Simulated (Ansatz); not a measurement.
# MoIr4 (R-3m) in Ansatz: band structure with PBEsol

Aim: the band structure of MoIr4 with PBEsol.

Everything below comes from runs of Ansatz 0.2.0. Logs are shortened: lines on timing, memory, paths and dates and some standing lists are left out, and cuts for length are marked.

## (1) The crystal as given

It takes space group R-3m (No. 166, trigonal). Conventional cell: a = 2.748 Å, b = 2.748 Å, c = 33.918 Å, α = 90.00°, β = 90.00°, γ = 120.00°. Around Ir (site symmetry 3m) lie 9 Ir at 2.75 to 2.79 Å and 3 Mo at 2.75 Å. Around Ir (site symmetry 3m) lie 12 Ir at 2.72 to 2.79 Å. Around Mo (site symmetry -3m) lie 6 Mo at 2.75 Å and 6 Ir at 2.75 Å.

The cell comes from a database or a generator and needn't be the stable form of this composition.

## (2) Band structure, PBEsol, spin-orbit coupling, no magnetisation

input.yaml

```yaml
crystal:
  lattice:
    - [1.374219009, 0.7934057148, 11.3060975691]
    - [-1.374219009, 0.7934057148, 11.3060975691]
    - [0.0, -1.5868114295, 11.3060975691]
  atoms:
    - { symbol: Ir, position: [0.600296, 0.600296, 0.600296] }
    - { symbol: Ir, position: [0.199317, 0.199317, 0.199317] }
    - { symbol: Ir, position: [0.800683, 0.800683, 0.800683] }
    - { symbol: Ir, position: [0.399704, 0.399704, 0.399704] }
    - { symbol: Mo, position: [0.0, 0.0, 0.0] }
hamiltonian:
  xc: pbesol
  pseudopotentials: { kind: paw_fr }
magnetization:
  noncollinear: true
  spin_orbit: true
kpoints:
  mp_grid: { grid: [11, 11, 11] }
  band_path:
    path:
      - [[0.0, 0.0, 0.0], [0.5, 0.0, 0.0], [0.5, 0.1699496897, -0.1699496897]]
      - [[0.8300503103, 0.5, 0.1699496897], [0.5, 0.5, 0.5], [0.0, 0.0, 0.0], [0.3349748449, 0.0, -0.3349748449]]
      - [[0.6650251551, 0.3349748449, 0.0], [0.5, 0.5, 0.0], [0.6650251551, 0.6650251551, 0.1699496897], [0.5, 0.5, 0.5]]
      - [[0.5, 0.0, 0.0], [0.8300503103, 0.3349748449, 0.3349748449]]
    npoints: 14
scf:
  occupations: { method: fermi_dirac, width: 0.05 }
  n_extra_bands: 12
output:
  forces: true
  stress: true
  eigenvalues: true
  fatbands: true
  write_density: true
  write_potential: true
  elf: true
  volumetric_format: npy
```

Potentials or basis: Ansatz PAW.

Launch:

```sh
> ansatz run input.yaml --threads 2 --pin off --max-ram 5632MiB --backend cpu --events-out ev --progress --plain --runs-dir out
```

Standard output:

```text
Warning: RAYON_NUM_THREADS=2 ignored (pool sized by the plan → 2); use --threads N
basis.fft_grid_basis auto: the FFT boxes are laid along the combinations [[1, -1, 0], [0, 1, 0], [0, -1, 1]] of the cell's own vectors, 2.748, 11.417 and 2.748 Å long. The dense box has 20×80×20 points. Along the cell's own vectors, as sized, it would have 80×80×80, 16.00 times as many. Of the 12 symmetry operations that the crystal satisfies within crystal.symmetry.tolerance (time reversal apart; of a slab, those that keep its plane) the dense box along the cell's own vectors carries 12, and the one as laid loses 8 of those. basis.fft_grid_basis: typed keeps the cell's own vectors: state it where this run's energies or levels are differenced outside the engine with another run's, or held beside a run that keeps those vectors. Those combinations have planes normal to reciprocal vector 3, as the cell's own vectors have. Each planar average written beside output.write_density, output.write_potential has a row for each plane of the box: 20. The volumetric files lie along those combinations, not along the cell's own vectors: a cube or XSF file states them, and fields.json those of NumPy files.
scf.n_extra_bands = 12 over 82 filled bands (N_el = 82.0): the run solves 94 bands
Engine: ansatz 0.2.0, aarch64-unknown-linux-gnu
Pseudopotentials: kind: paw_fr
Pseudopotential: Ir, paw_fr, valence charge 17, recommended cutoff 420 eV (normal), Ir.paw.azcp#standard-fr
Pseudopotential: Mo, paw_fr, valence charge 14, recommended cutoff 420 eV (normal), Mo.paw.azcp#standard-fr
[... 68 lines left out ...]
  atom   2  Ir     0.00000000    -0.00000000    -0.04470199
  atom   3  Ir    -0.00000000     0.00000000     0.04470199
  atom   4  Ir     0.00000000    -0.00000000    -0.07211010
  atom   5  Mo     0.00000000     0.00000000    -0.00000000
  max |Σ_I F_I| component: 2.89e-19 eV/Å
--- Stress (GPa, compression-positive) ---
      -11.383570       0.000000      -0.000000
        0.000000     -11.383570      -0.000000
       -0.000000      -0.000000     -11.631536
  P = ⅓ Tr σ = -11.4662 GPa (-114.662 kbar)
--- Band table (eV; the first three rows and the last of 146) ---
  k-point 0: bands = ["-68.7213", "-68.7213", "-68.6900", "-68.6900", "-68.5993", "-68.5993", "-68.5989", "-68.5989", "-37.1790", "-37.1790", "-35.5701", "-35.5701", "-35.4885", "-35.4885", "-35.4027", "-35.4027", "-35.3977", "-35.3977", "-22.1796", "-22.1796", "-21.9524", "-21.9524", "-21.7746", "-21.7746", "-21.7431", "-21.7431", "-21.6801", "-21.6801", "-21.6687", "-21.6687", "-21.6188", "-21.6188", "-21.6126", "-21.6126", "-12.6355", "-12.6355", "-10.2478", "-10.2478", "-9.7276", "-9.7276", "13.4192", "13.4192", "14.7767", "14.7767", "15.3793", "15.3793", "16.1126", "16.1126", "17.7134", "17.7134", "19.5190", "19.5190", "19.7270", "19.7270", "19.7453", "19.7453", "19.9182", "19.9182", "19.9594", "19.9594", "20.1283", "20.1283", "20.6518", "20.6518", "20.6653", "20.6653", "20.9304", "20.9304", "21.0065", "21.0065", "21.1359", "21.1359", "22.2302", "22.2302", "22.2592", "22.2592", "22.2597", "22.2597", "22.2907", "22.2907", "22.6473", "22.6473", "22.7764", "22.7764", "23.0321", "23.0321", "23.1296", "23.1296", "23.9747", "23.9747", "24.0950", "24.0950", "24.1260", "24.1260"]
  k-point 1: bands = ["-68.7177", "-68.7177", "-68.6875", "-68.6875", "-68.5964", "-68.5964", "-68.5961", "-68.5961", "-37.1625", "-37.1625", "-35.5763", "-35.5763", "-35.4973", "-35.4973", "-35.4119", "-35.4119", "-35.4073", "-35.4073", "-22.1790", "-22.1790", "-21.9612", "-21.9612", "-21.7940", "-21.7940", "-21.7714", "-21.7714", "-21.7075", "-21.7075", "-21.6904", "-21.6904", "-21.6489", "-21.6489", "-21.6409", "-21.6409", "-12.6583", "-12.6583", "-10.2737", "-10.2737", "-9.7964", "-9.7964", "13.7312", "13.7312", "15.0616", "15.0616", "15.6859", "15.6859", "16.4071", "16.4071", "17.9567", "17.9567", "19.3019", "19.3019", "19.5854", "19.5854", "19.6993", "19.6993", "19.8899", "19.8899", "20.0170", "20.0170", "20.1706", "20.1706", "20.6289", "20.6289", "20.7035", "20.7035", "20.9467", "20.9467", "21.0080", "21.0080", "21.2510", "21.2510", "21.5062", "21.5062", "21.7637", "21.7637", "22.1982", "22.1982", "22.3387", "22.3387", "22.4462", "22.4462", "22.6734", "22.6734", "23.1907", "23.1907", "23.3388", "23.3388", "24.0237", "24.0237", "24.1624", "24.1624", "24.3419", "24.3419"]
  k-point 2: bands = ["-68.7079", "-68.7079", "-68.6810", "-68.6810", "-68.5887", "-68.5887", "-68.5884", "-68.5884", "-37.1178", "-37.1178", "-35.5925", "-35.5925", "-35.5214", "-35.5214", "-35.4365", "-35.4365", "-35.4328", "-35.4328", "-22.1801", "-22.1801", "-21.9971", "-21.9971", "-21.8664", "-21.8664", "-21.8376", "-21.8376", "-21.7970", "-21.7970", "-21.7547", "-21.7547", "-21.7163", "-21.7163", "-21.6760", "-21.6760", "-12.7277", "-12.7277", "-10.3576", "-10.3576", "-9.9516", "-9.9516", "14.5902", "14.5902", "15.7835", "15.7835", "16.4499", "16.4499", "17.1381", "17.1381", "18.4064", "18.4064", "18.7967", "18.7967", "19.3078", "19.3078", "19.4132", "19.4132", "19.6092", "19.6092", "19.8368", "19.8368", "20.1874", "20.1874", "20.2840", "20.2840", "20.6364", "20.6364", "21.0209", "21.0209", "21.2389", "21.2389", "21.3958", "21.3958", "21.5859", "21.5859", "21.7605", "21.7605", "21.8248", "21.8248", "22.0547", "22.0547", "22.6540", "22.6540", "22.9570", "22.9570", "23.0800", "23.0800", "23.4896", "23.4896", "24.0668", "24.0668", "24.5098", "24.5098", "24.7569", "24.7569"]
  k-point 145: bands = ["-68.7177", "-68.7177", "-68.6875", "-68.6875", "-68.5964", "-68.5964", "-68.5961", "-68.5961", "-37.1625", "-37.1625", "-35.5764", "-35.5764", "-35.4969", "-35.4969", "-35.4147", "-35.4147", "-35.4048", "-35.4048", "-22.1799", "-22.1799", "-21.9569", "-21.9569", "-21.8006", "-21.8006", "-21.7713", "-21.7713", "-21.7072", "-21.7072", "-21.6875", "-21.6875", "-21.6490", "-21.6490", "-21.6406", "-21.6406", "-12.6583", "-12.6583", "-10.2737", "-10.2737", "-9.7964", "-9.7964", "13.8552", "13.8552", "14.6349", "14.6349", "16.1263", "16.1263", "16.3156", "16.3156", "18.0218", "18.0218", "19.5633", "19.5633", "19.6535", "19.6535", "19.6803", "19.6803", "19.8943", "19.8943", "19.9782", "19.9782", "20.0777", "20.0777", "20.1464", "20.1464", "20.6636", "20.6636", "20.7701", "20.7701", "21.0739", "21.0739", "21.1163", "21.1163", "21.4235", "21.4235", "21.8798", "21.8798", "22.1791", "22.1791", "22.5423", "22.5423", "22.6987", "22.6987", "22.8433", "22.8433", "23.1198", "23.1198", "23.5715", "23.5715", "23.8363", "23.8363", "23.9834", "23.9834", "24.4688", "24.4688"]
```

v_z.tsv:

```text
# z_ang	v_es[eV]	v_tot[eV]	b_x[eV]	b_y[eV]	b_z[eV]
# format = ansatz-planar-average/11
# xc	pbesol
# density_cutoff_ev	1680
# datasets	Ir=:simpson_from_first_knot:soft:shift=-881282	Mo=:simpson_from_first_knot:soft:shift=-754078
# lattice	1.374219009	0.793405715	11.306097569
# lattice	-1.374219009	0.793405715	11.306097569
# lattice	0.000000000	-1.586811430	11.306097569
# sites	5
# site	77	0.000000000	0.000000000	20.361015439
# site	77	0.000000000	0.000000000	6.760492348
# site	77	0.000000000	0.000000000	27.157800360
# site	77	0.000000000	0.000000000	13.557277268
# site	42	0.000000000	0.000000000	0.000000000
0.000000	1.093557e1	-3.164750e0	0.000000e0	0.000000e0	0.000000e0
0.570845	1.093257e1	-3.175918e0	0.000000e0	0.000000e0	0.000000e0
1.141691	1.095724e1	-3.169684e0	0.000000e0	0.000000e0	0.000000e0
1.712536	1.103889e1	-3.110696e0	0.000000e0	0.000000e0	0.000000e0
2.283382	1.112477e1	-3.056991e0	0.000000e0	0.000000e0	0.000000e0
2.854227	1.115603e1	-3.069153e0	0.000000e0	0.000000e0	0.000000e0
[... 12 lines left out ...]
10.275218	1.095724e1	-3.169684e0	0.000000e0	0.000000e0	0.000000e0
10.846064	1.093257e1	-3.175918e0	0.000000e0	0.000000e0	0.000000e0
```

Run time: 5.1 min. Hardware: 2 threads of Arm Neoverse V2, shared host; peak memory 1.7 GiB.

What came out:

| Quantity | Value |
| --- | --- |
| Free energy | -52219.9978 eV |
| Pressure | -11.5 GPa |
| Largest force | 0.072 eV/Å |
| Band gap on the k mesh | none (metal or under the smearing width) |

Forces on the atoms (eV/Å):
```
Ir   0.000  0.000  0.072
Ir   0.000  0.000 -0.045
Ir   0.000  0.000  0.045
Ir   0.000  0.000 -0.072
Mo   0.000  0.000  0.000
```

Stress tensor (GPa, compression positive):
```
-11.38   0.00   0.00
  0.00 -11.38   0.00
  0.00   0.00 -11.63
```

Levels at the corners of the path, in eV from the Fermi level:
```tsv
point	band 77	band 78	band 79	band 80	band 81	band 82	band 83	band 84
Γ	-1.57	-1.57	-1.54	-1.54	-1.18	-1.18	-1.05	-1.05
L	0.34	0.34	0.86	0.86	1.08	1.08	1.10	1.10
B1	-0.34	-0.34	-0.16	-0.16	0.41	0.41	0.52	0.52
B	-0.34	-0.34	-0.16	-0.16	0.41	0.41	0.52	0.52
Z	-1.61	-1.61	-1.10	-1.10	-0.95	-0.95	-0.67	-0.67
Γ	-1.57	-1.57	-1.54	-1.54	-1.18	-1.18	-1.05	-1.05
X	-0.34	-0.34	-0.15	-0.15	0.41	0.41	0.51	0.51
Q	-0.34	-0.34	-0.15	-0.15	0.41	0.41	0.51	0.51
F	0.94	0.94	1.03	1.03	1.14	1.14	1.18	1.18
P1	0.92	0.92	1.01	1.01	1.09	1.09	1.18	1.18
Z	-1.61	-1.61	-1.10	-1.10	-0.95	-0.95	-0.67	-0.67
L	0.34	0.34	0.86	0.86	1.08	1.08	1.10	1.10
P	0.92	0.92	1.01	1.01	1.09	1.09	1.18	1.18
```

Caveat: the PAW data sets come from PBE, with cores solved anew for the run's functional, which leaves a small shift of forces and pressure.
